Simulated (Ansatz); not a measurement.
# C3H9AlO: basis-set convergence

The task here is to estimate one member of a computed series from the others.

Program: Ansatz 0.2.0, Gaussian basis. Level of theory: one geometry, several basis sets. These are calculated values, not measurements.

The runs, in order: PBE0-D4/def2-SVP; ωB97M-V/def2-SVP; PBE0-D4/def2-QZVPP; ωB97M-V/def2-QZVPP; the functionals' def2-TZVPP values are taken from earlier runs.

## The relaxed structure

All runs share one geometry, relaxed beforehand with PBE0-D4 in a triple-zeta def2 set.

SMILES `C[CH2][Al]([CH3])[OH]`, 14 atoms, charge 0, spin multiplicity 1.

Atoms are counted from 1 here; the program's logs count them from 0.

Bond lengths: C1–C2 1.529 Å, C1–H6 1.094 Å, C1–H7 1.094 Å, C1–H8 1.094 Å, C2–Al3 1.963 Å, C2–H9 1.098 Å, C2–H10 1.098 Å, Al3–C4 1.947 Å, Al3–O5 1.705 Å, C4–H11 1.095 Å, C4–H12 1.092 Å, C4–H13 1.095 Å, O5–H14 0.955 Å. Angles: C2–C1–H6 111.7°, C2–C1–H7 111.7°, C2–C1–H8 112.3°, H6–C1–H7 106.6°, H6–C1–H8 107.1°, H7–C1–H8 107.1°, C1–C2–Al3 115.3°, C1–C2–H9 110.0°, C1–C2–H10 110.1°, Al3–C2–H9 108.1°, Al3–C2–H10 108.3°, H9–C2–H10 104.4°, C2–Al3–C4 123.9°, C2–Al3–O5 120.0°, C4–Al3–O5 116.2°, Al3–C4–H11 111.2°, Al3–C4–H12 111.8°, Al3–C4–H13 111.4° and more.

Set-up of the first run:

The input, in.yaml:

```yaml
crystal:
  periodic: [false, false, false]
  atoms:
    - {symbol: C, position_ang: [-0.997776, -0.201635, 1.668008]}
    - {symbol: C, position_ang: [0.455383, 0.026502, 1.248908]}
    - {symbol: Al, position_ang: [0.763564, 0.141897, -0.686255]}
    - {symbol: C, position_ang: [-0.638958, -0.052344, -2.021945]}
    - {symbol: O, position_ang: [2.335617, 0.424977, -1.282766]}
    - {symbol: H, position_ang: [-1.650099, 0.605106, 1.321874]}
    - {symbol: H, position_ang: [-1.398833, -1.129120, 1.249601]}
    - {symbol: H, position_ang: [-1.111879, -0.263343, 2.754636]}
    - {symbol: H, position_ang: [1.091840, -0.773828, 1.649288]}
    - {symbol: H, position_ang: [0.842080, 0.942575, 1.714574]}
    - {symbol: H, position_ang: [-1.113195, -1.037392, -1.958729]}
    - {symbol: H, position_ang: [-0.252860, 0.069388, -3.036387]}
    - {symbol: H, position_ang: [-1.436555, 0.682843, -1.873463]}
    - {symbol: H, position_ang: [3.098671, 0.535176, -0.718444]}
basis:
  gaussian: {orbitals: def2-SVP}
hamiltonian: {xc: pbe0, dispersion: d4}
output: {orbitals: {seedname: orbitals}}
```

Among the steps run: PBE0-D4 in def2-SVP; ωB97M-V in def2-SVP; PBE0-D4 in def2-QZVPP; ωB97M-V in def2-QZVPP.

One of the session's tables, all rows but one given; the rest of the session is left out.

It belongs to the step «Density functionals: the series». 

| functional | basis | HOMO (eV) | LUMO (eV) |
| --- | --- | --- | --- |
| PBE0-D4 | def2-SVP | ? | ? |
| PBE0-D4 | def2-TZVPP | -7.24 | 0.06 |
| PBE0-D4 | def2-QZVPP | -7.25 | -0.13 |
| ωB97M-V | def2-SVP | -9.39 | 1.90 |
| ωB97M-V | def2-TZVPP | -9.46 | 1.55 |
| ωB97M-V | def2-QZVPP | -9.47 | 0.95 |

**Question.** Estimate the row for PBE0-D4, def2-SVP.

**Answer.** HOMO (eV): -7.17; LUMO (eV): 0.22. In the column «HOMO (eV)» it is the highest.
